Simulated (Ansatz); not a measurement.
Consider cell relaxations under several functionals of Rb3Na, space group Pm-3m (Ansatz 0.2.0, Python API).

Contents of `rb3na.vasp`:
```text
Rb3Na
1.0
   6.76059785    0.00000000    0.00000000
   0.00000000    6.76059785    0.00000000
   0.00000000    0.00000000    6.76059785
Rb Na
3 1
Direct
   0.00000000    0.50000000    0.50000000
   0.50000000    0.00000000    0.50000000
   0.50000000    0.50000000    0.00000000
   0.00000000    0.00000000    0.00000000
```

Script `rb3na.py`:
```python
# -*- coding: utf-8 -*-
"""How the lattice of Rb3Na depends on the functional."""

import ansatz as az
from ase.io import read
import numpy as np

def edges_and_angles(cell):
    cell = np.asarray(cell)
    a, b, c = np.linalg.norm(cell, axis=1)
    cosines = cell[1] @ cell[2] / (b * c), cell[0] @ cell[2] / (a * c), cell[0] @ cell[1] / (a * b)
    return (a, b, c, *np.degrees(np.arccos(cosines)))

atoms = read("rb3na.vasp", format="vasp")
xtal = az.Crystal.from_ase(atoms)

job = (
    xtal.calculation()
    .basis(16 * az.Ha)
    .kpoints(density=3.1)
    .occupations("cold")
    .relax(cell=True, force_tolerance=0.03)
)

levels = [("pbesol", "none"), ("blyp", "d3bj"), ("pbesol", "d3bj")]
print("level            a       b       c    alpha   beta  gamma  V/atom  steps")
for name, dispersion in levels:
    seen = []
    run = job.functional(name, dispersion=dispersion).session().plan()
    out = run.execute(on_event=lambda e: seen.append(e) if e["event"] == "relax_step" else None)
    cell = out.lattice.cell_ang
    label = name if dispersion == "none" else f"{name}+{dispersion}"
    print("{:13s} {:7.4f} {:7.4f} {:7.4f} {:6.2f} {:6.2f} {:6.2f}".format(label, *edges_and_angles(cell)), f"{abs(np.linalg.det(cell)) / len(out.lattice.sites):7.3f} {len(seen):5d}")
```

Rank the levels of theory by the volume of the relaxed cell.

From smallest to largest: BLYP+D3BJ (67.01 Å³ an atom, -13.3 % against the start), PBEsol+D3BJ (67.52 Å³ an atom, -12.6 % against the start) and PBEsol (72.86 Å³ an atom, -5.7 % against the start). The spread is 8.7 % in volume.

The run itself:

`python rb3na.py` gives:
```text
level            a       b       c    alpha   beta  gamma  V/atom  steps
pbesol         6.6300  6.6300  6.6300  90.00  90.00  90.00  72.859     4
blyp+d3bj      6.4476  6.4476  6.4476  90.00  90.00  90.00  67.009     5
pbesol+d3bj    6.4640  6.4640  6.4640  90.00  90.00  90.00  67.522     5
```

Forces vanish by symmetry, so the ions can't move, and the end may be a saddle. BLYP and dispersion corrections can be off by several per cent in the lattices of metals, and by several GPa in the pressure at a fixed cell. The mesh is modest for a metal, so energies can be off by several to tens of meV an atom and pressures by half a GPa or more; differences at equal mesh fare better. The structure comes from a database of computed cells and needn't be a stable or known phase. The whole script took 22 s on 1 thread of Arm Neoverse V2, with other jobs on the host, peak memory 0.51 GiB.
